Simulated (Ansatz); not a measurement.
A run of Ansatz 0.2.0 is set up as follows.

Contents of input.yaml:

```yaml
crystal:
  lattice:
    - [3.907351, 0.0, 0.0]
    - [0.0, 3.907351, 0.0]
    - [0.0, 0.0, 3.907351]
  atoms:
    - { symbol: W, position: [0.5, 0.5, 0.0] }
    - { symbol: W, position: [0.5, 0.0, 0.5] }
    - { symbol: W, position: [0.0, 0.5, 0.5] }
    - { symbol: Co, position: [0.0, 0.0, 0.0] }
hamiltonian:
  xc: pbesol
  pseudopotentials: { kind: paw }
magnetization:
  spin_polarized: true
  initial_magnetization: 0.0
  spin_locking: { lock_magnetization: hard }
kpoints:
  mp_grid: { grid: [6, 6, 6] }
scf:
  occupations: { method: fermi_dirac, width: 0.05 }
  lower_state_search: "off"
output:
  forces: true
  stress: true
  eigenvalues: true
```

Potentials or basis: Ansatz PAW.

Run with:

```bash
$ ansatz run input.yaml --threads 2 --pin off --max-ram 5632MiB --backend cpu --events-out ev --progress --plain --runs-dir out
```

Q: Estimate the pressure.

A: -10.5 GPa.

Caveat: the total moment is fixed, so each spin has its own Fermi level; the PAW data sets come from PBE, with cores solved anew for the run's functional, which leaves a small shift of forces and pressure; the thresholds are loose for stress. The run has no spin-orbit coupling, so splittings on W are missing.
